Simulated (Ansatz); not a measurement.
# ClH7OSiSn: the cost of one run

All numbers below are computed with Ansatz 0.2.0 (RKS PBE-D4/def2-SVP).

### Step 1. The starting structure

Bond lengths: Sn1–O2 2.310 Å, O2–H3 1.010 Å, Sn1–H4 1.740 Å, Sn1–Cl5 2.408 Å, Sn1–H6 1.739 Å, Sn1–Si7 2.800 Å, Si7–H8 1.460 Å, Si7–H9 1.460 Å, Si7–H10 1.460 Å. Angles (14 of 17 angles, heavy atoms first): O2–Sn1–Cl5 109.5°, O2–Sn1–Si7 71.6°, Cl5–Sn1–Si7 64.5°, Sn1–O2–H3 109.5°, O2–Sn1–H4 109.4°, O2–Sn1–H6 109.5°, H4–Sn1–Cl5 109.5°, H4–Sn1–Si7 75.6°, Cl5–Sn1–H6 109.5°, H6–Sn1–Si7 173.5°, Sn1–Si7–H8 109.5°, Sn1–Si7–H9 109.5°, Sn1–Si7–H10 109.5°, H4–Sn1–H6 109.5°.

As a file:

```xyz
11

Sn    0.0000    0.0000    0.0000
O     0.0000    0.0000    2.3100
H    -0.9095   -0.2814    2.6471
H     1.6408    0.0000   -0.5794
Cl   -1.1351    1.9666   -0.8025
H    -0.8195   -1.4198   -0.5794
Si    1.0497    2.4410    0.8829
H     2.1931    2.1926    1.7560
H     1.4791    3.2314   -0.2671
H     0.0249    3.1738    1.6208
H     0.5239    1.2184    2.1073
```

### Step 2. Pulling towards end A

Springs on the bonds that form and break draw the guess towards this end; the thresholds are loose.

Input file input.yaml:

```yaml
crystal:
  periodic: [false, false, false]
  atoms:
    - { symbol: Sn, position_ang: [0.0, 0.0, 0.0] }
    - { symbol: O, position_ang: [0.0, 0.0, 2.31] }
    - { symbol: H, position_ang: [-0.9095, -0.2814, 2.6471] }
    - { symbol: H, position_ang: [1.6408, 0.0, -0.5794] }
    - { symbol: Cl, position_ang: [-1.1351, 1.9666, -0.8025] }
    - { symbol: H, position_ang: [-0.8195, -1.4198, -0.5794] }
    - { symbol: Si, position_ang: [1.0497, 2.441, 0.8829] }
    - { symbol: H, position_ang: [2.1931, 2.1926, 1.756] }
    - { symbol: H, position_ang: [1.4791, 3.2314, -0.2671] }
    - { symbol: H, position_ang: [0.0249, 3.1738, 1.6208] }
    - { symbol: H, position_ang: [0.5239, 1.2184, 2.1073] }
basis:
  gaussian: { orbitals: def2-SVP }
hamiltonian:
  xc: pbe
  dispersion: d4
relax:
  f_tol: 0.15
  max_steps: 25
  restrain:
    - { distance: [0, 6], at: 3.7, k: 30.0 }
    - { distance: [10, 1], at: 2.21, k: 30.0 }
    - { distance: [0, 1], at: 1.96, k: 30.0 }
    - { distance: [10, 6], at: 1.46, k: 30.0 }
output:
  orbitals: {}
```

The run is started by

```bash
$ ansatz run input.yaml --threads 4 --pin off --max-ram 5120MiB --backend cpu --events-out ev --progress --plain --runs-dir out
```

Q: Estimate wall time and peak memory on 4 threads of Arm Neoverse V2, shared host.

About 11 s, with a peak of 0.17 GiB.
